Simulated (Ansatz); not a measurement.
# BH₃Br radical: functionals against CCSD(T) at one geometry

One table from this session's results is given with a row withheld; the runs are named, their logs left out.

The runs use Ansatz 0.2.0, Gaussian basis; single points in def2-TZVPP.

Cores are frozen in the correlated methods. Filled d shells of the heavier atoms are correlated. Orbitals are unrestricted.

### Where the work starts

5 atoms, charge 0, spin multiplicity 2.

Atoms are counted from 1 here; the program's logs count them from 0.

Bond lengths: B2–H3 1.212 Å, B2–H4 1.170 Å, B2–H5 1.159 Å. Angles: H3–B2–H4 113.9°, H3–B2–H5 118.8°, H4–B2–H5 124.5°.

Geometry (Å):

```xyz
5
charge 0, multiplicity 2
Br   -1.59680   -1.03260   -0.15440
B     0.31550    0.29610    0.03290
H     0.36180   -0.88290   -0.24590
H     0.52850    0.52520    1.16030
H     0.39360    1.07580   -0.82080
```

Set-up of the first run:

The input, run/in.yaml:

```yaml
crystal:
  periodic: [false, false, false]
  atoms:
    - {symbol: Br, position_ang: [-1.596800, -1.032600, -0.154400]}
    - {symbol: B, position_ang: [0.315500, 0.296100, 0.032900]}
    - {symbol: H, position_ang: [0.361800, -0.882900, -0.245900]}
    - {symbol: H, position_ang: [0.528500, 0.525200, 1.160300]}
    - {symbol: H, position_ang: [0.393600, 1.075800, -0.820800]}
basis:
  gaussian: {orbitals: def2-TZVPP}
magnetization: {spin_polarized: true, initial_magnetization: 1}
correlation: {method: ccsd_t}
scf: {omitted_lower_state_checks: [cluster_reference]}
output: {forces: true}
```

The command line of these runs was not kept.

Among the steps run: CCSD(T)/def2-TZVPP; PBE0-D4/def2-TZVPP; wB97M-V/def2-TZVPP; r2SCAN-D4/def2-TZVPP; PBE-D4/def2-TZVPP; CAM-B3LYP-D4/def2-TZVPP; SPW92/def2-TZVPP.

One table of the session follows, with a row left open; its other results are not shown here.

```
      method  RMS force component (eV/Å)  angle to CCSD(T) forces (°)  dipole (D)
     CCSD(T)                       0.446                    reference        0.26
     PBE0-D4                       0.522                          7.2        0.34
     wB97M-V                       0.417                          8.1        0.26
   r2SCAN-D4                       0.520                         10.1        0.40
      PBE-D4                       0.579                          8.5        0.31
CAM-B3LYP-D4                           ?                            ?           ?
       SPW92                       0.672                         14.1        0.34
```

**Question.** Estimate the row for CAM-B3LYP-D4.

The run gave: RMS force component (eV/Å): 0.400; angle to CCSD(T) forces (°): 6.9; dipole (D): 0.34. In the column «RMS force component (eV/Å)» it is the lowest.
